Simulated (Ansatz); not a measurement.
**Pd (fcc type): how the settings move a single-point run**

How sensitive is a single-point run of Pd (fcc type) to its settings? A reference run comes first, then one run with altered input.

Method: reference: DFT, PBE, all-electron LAPW, scalar-relativistic, in Ansatz 0.2.0.

**1. The system as given**

It takes space group Fm-3m (No. 225, cubic). Conventional cell: a = 3.944 Å, b = 3.944 Å, c = 3.944 Å, α = 90.00°, β = 90.00°, γ = 90.00°. Pd (site symmetry m-3m) has 12 Pd at 2.79 Å as nearest neighbours.

Coordinates:

```xyz
2
Lattice="1.9720 1.9720 0.0000 -1.9720 1.9720 0.0000 0.0000 0.0000 3.9441" Properties=species:S:1:pos:R:3 pbc="T T T"
Pd    0.0000    0.0000    0.0000
Pd    0.0000    1.9720    1.9720
```

**2. The reference run**

input.yaml

```yaml
crystal:
  lattice:
    - [1.9720287096, 1.9720287096, 0.0]
    - [-1.9720287096, 1.9720287096, 0.0]
    - [0.0, 0.0, 3.9440574193]
  atoms:
    - { symbol: Pd, position: [0.0, 0.0, 0.0] }
    - { symbol: Pd, position: [0.5, 0.5, 0.5] }
kpoints:
  mp_grid: { grid: [12, 12, 8] }
scf:
  occupations: { method: fermi_dirac, width: 0.05 }
hamiltonian:
  xc: pbe
  pseudopotentials: { kind: all_electron, lapw: { basis_error: 0.001 } }
output:
  forces: true
  stress: true
  eigenvalues: true
```

Launch:

```
$ ansatz run input.yaml --threads 1 --pin off --max-ram 3584MiB --backend cpu --events-out ev --progress --plain --runs-dir out
```

**3. Variant: occupations.method gaussian, occupations.width 0.2, scf.algorithm density_mixing**

Edit input.yaml of step 2 so:

```diff
@@ -11,3 +11,4 @@
 scf:
-  occupations: { method: fermi_dirac, width: 0.05 }
+  occupations: { method: gaussian, width: 0.2 }
+  algorithm: density_mixing
 hamiltonian:
```

Q: Predict the outcome of this session. Wanted: for each run, ending; energy change; pressure; gap; force.

As calculated:

```csv
run,ending,energy change,pressure (GPa),gap (eV),force (eV/Å),cycles,time
reference,converged,0,-0.3,0.00,0.00,9,38 s
"1: occupations.method gaussian, occupations.width 0.2, scf.algorithm density_mixing",converged,-1.8 meV/atom (σ→0),-0.1,0.00,0.00,9,36 s
```

Residual by cycle in the longest SCF loop of each run; runs are numbered as in the table. The quantity is the density residual dr2, in eV.

```csv
cycle,reference,run 1
1,0.406,0.406
2,0.136,0.144
3,0.00432,0.00294
4,0.00511,0.00504
5,8.4e-4,7.8e-4
6,4.4e-5,3.9e-5
7,2.6e-6,2.4e-6
8,3.6e-7,3.0e-7
9,1.7e-8,1.4e-8
```

**Reading.** Changing the smearing and solver moves the energy by -1.8 meV/atom (σ→0 values).
